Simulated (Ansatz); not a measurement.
Predict the output of the script below (Ansatz 0.2.0 through its Python package).

Script `k3ba.py`:
```python
# -*- coding: utf-8 -*-
"""Do the forces of K3Ba match the slope of the free energy, atoms off their sites."""

import warnings

import ansatz
import numpy as np

vectors0 = np.array([
    [6.59219, -0.0605, 0.12808],
    [-0.0605, 6.55417, 0.1551],
    [0.12808, 0.1551, 6.68042],
])
sites = [
    ("K", (0.023, 0.51113, 0.48653)),
    ("K", (0.48383, 0.03139, 0.48443)),
    ("K", (0.50461, 0.51982, 0.01919)),
    ("Ba", (0.0141, 0.98389, 0.99247)),
]


def crystal_on(cell):
    crystal = ansatz.Crystal(lattice=ansatz.Lattice.of(cell))
    for symbol, position in sites:
        crystal = crystal.atom(symbol, position)
    return crystal

warnings.simplefilter("ignore", ansatz.DeckWarning)

def solve(crystal):
    return (
        crystal.calculation()
        .functional("r2scan")
        .occupations("cold", width=150 * ansatz.meV)
        .basis(650, xc_grid=2)
        .kpoints(3, 3, 3)
        .scf(tolerance=1e-09)
        .forces()
        .stress()
        .run(threads=1)
    ).report


centre = solve(crystal_on(vectors0))
start = crystal_on(vectors0)
# move one atom both ways along a Cartesian axis
print(f"force on atom 0 along x: analytic {centre['forces_ev_ang'][0][0]:.4f} eV/A")
for h in (0.005, 0.02):
    shift = np.eye(3)[0] * h @ np.linalg.inv(vectors0)
    plus, minus = (solve(start.move(0, to=np.array(sites[0][1]) + sign * shift))["lagrangian_ev"] for sign in (1, -1))
    print(f"  step {h} A: numerical {-(plus - minus) / (2 * h):.4f} eV/A")
# P = -dF/dV; the difference feels the change of the plane-wave count with the cell
volume = abs(np.linalg.det(vectors0))
larger, smaller = (solve(crystal_on(vectors0 * (1 + sign * 0.005) ** (1 / 3)))["lagrangian_ev"] for sign in (1, -1))
numerical = -(larger - smaller) / (0.01 * volume) * 160.21766
print(f"pressure: analytic {np.trace(centre['stress_gpa']) / 3:.3f}, numerical {numerical:.3f} GPa")
```

```console
$ python k3ba.py
force on atom 0 along x: analytic -0.1062 eV/A
  step 0.005 A: numerical -0.1062 eV/A
  step 0.02 A: numerical -0.1062 eV/A
pressure: analytic 0.290, numerical 0.290 GPa
```

For a metal this k-point mesh is coarse: on a finer one energies can move by several to tens of meV an atom and pressures by half a GPa or more, differences at one mesh by less. The program warned that this SCF threshold is loose for forces or stresses. Pressure is positive in compression. The cell is a database structure, distorted on purpose. The central difference errs as the square of the step, so the shorter step is the fairer test; what remains comes from the finite grid and the SCF threshold. The script silences the warnings on its input, which a real study should read. Finished in 4.3 min on 1 thread of Arm Neoverse V1, with other jobs on the host, peak memory 0.72 GiB.
